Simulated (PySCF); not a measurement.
# C4H4BrClO: the cost of one run

The runs use PySCF 2.14.0, with density-fitted response routines of our own; the level of theory stands in each step. All values are computed, except where a source is named. Atoms are numbered from 0 throughout.

## 1. The starting structure

11 atoms, charge 0, multiplicity 1; geometry from: GFN2-xTB.

Bonds of the start (Å): C0–C1 1.48, C1–C2 1.35, C2–Cl3 1.73, C2–C4 1.46, C4–O5 1.19, C4–Br6 1.96, C0–H7 1.09, C0–H8 1.09, C0–H9 1.09, C1–H10 1.08.

## 2. TDDFT and polarisability: wB97X-D/def2-SVPD

The job: settings as JSON, then the geometry in Å.

```
{"job": {"kind": "uv", "xc": "wB97X-D", "basis": "def2-SVPD", "nstates": 8, "ntriplets": 3}, "charge": 0, "multiplicity": 1}
C      1.537426    -0.069842     0.256974
C      0.448457     0.798730    -0.249588
C     -0.854554     0.470128    -0.315359
Cl    -2.002611     1.605936    -0.929860
C     -1.333431    -0.837680     0.120399
O     -0.678086    -1.721994     0.570603
Br    -3.259227    -1.117560    -0.077730
H      2.503809     0.405156     0.119073
H      1.528467    -1.036386    -0.245470
H      1.390407    -0.280780     1.316648
H      0.724764     1.786961    -0.591653
```

Level: TDDFT wB97X-D/def2-SVPD, vertical, gas phase, core orbitals frozen in the response.

The run is started by

```bash
$ OMP_NUM_THREADS=1 python probes_run.py task.json out
```

The driver reads the jobs from task.json and runs them one after another.

**Question.** How long does this job take on 1 thread of Intel Xeon 6975P-C, shared host, and how much memory does it need?

About 37 s, with a peak of 0.85 GiB.
